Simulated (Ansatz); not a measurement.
Consider a ladder of basis sets of CH5Ge, SMILES [CH2][GeH3] (the Ansatz DFT code, driven from Python).

Script `basis_ch5ge.py`:
```python
import ansatz as az

SETTINGS = {
    "functional": "pbe0",
}


def main() -> None:
    geometry_ang = [
        ("C", (-0.0878, -1.2736, -0.1179)),
        ("Ge", (0.1815, 0.6862, -0.1357)),
        ("H", (-1.2618, -1.418, -0.1451)),
        ("H", (0.3902, -1.6654, 0.7754)),
        ("H", (-0.4458, 1.3075, -1.4215)),
        ("H", (-0.4539, 1.3371, 1.1266)),
        ("H", (1.7389, 0.9582, -0.1274)),
    ]
    molecule = az.Crystal.molecule()
    for symbol, xyz in geometry_ang:
        molecule = molecule.atom(symbol, xyz)

    job = (
        molecule.calculation()
        .functional(SETTINGS["functional"])
        .spin("collinear", total=1)
    )

    energies = {}
    for basis in ["def2-SVP", "def2-SVPD", "def2-TZVP", "def2-TZVPP"]:
        report = job.basis(gaussian=basis).run(threads=1).report
        size = report["n_frozen"] + report["n_occupied"][0] + report["n_virtual"][0]
        energies[basis] = (report["reference_energy_ev"] / 27.211386246, report["free_energy_ev"] / 27.211386246)
        print(f"{basis:14s} {size:4d} orbitals  reference {energies[basis][0]:14.6f} Ha  total {energies[basis][1]:14.6f} Ha")

    last = energies["def2-TZVPP"][1]
    for basis, (_, total) in energies.items():
        print(f"{basis:14s} lies {27.211386 * (total - last):9.4f} eV above def2-TZVPP")


if __name__ == "__main__":
    main()
```

How far does the total energy move along this ladder of basis sets?

Against def2-SVP: def2-SVPD -2.6 mHa, def2-TZVP -304.8 mHa and def2-TZVPP -306.1 mHa. The last step alone is -1.32 mHa (these two sets differ little on atoms other than hydrogen). From the first set to the last the time grows from 2.3 to 4.2 s.

The run itself:

```console
$ python basis_ch5ge.py
def2-SVP         71 orbitals  reference   -2117.412218 Ha  total   -2117.412218 Ha
def2-SVPD        98 orbitals  reference   -2117.414794 Ha  total   -2117.414794 Ha
def2-TZVP       109 orbitals  reference   -2117.716970 Ha  total   -2117.716970 Ha
def2-TZVPP      149 orbitals  reference   -2117.718293 Ha  total   -2117.718293 Ha
def2-SVP       lies    8.3287 eV above def2-TZVPP
def2-SVPD      lies    8.2586 eV above def2-TZVPP
def2-TZVP      lies    0.0360 eV above def2-TZVPP
def2-TZVPP     lies    0.0000 eV above def2-TZVPP
```

The drop along the ladder measures the basis error, and is no property of the molecule. The geometry is a force-field or estimated start, not a minimum of this method, and the last set is no limit. Much of the fall in a total is atomic energy, which cancels in bond and reaction energies. The species is open-shell (spin multiplicity 2). Finished in 13 s on 1 thread of Arm Neoverse V2, on a shared host, peak memory 0.36 GiB.
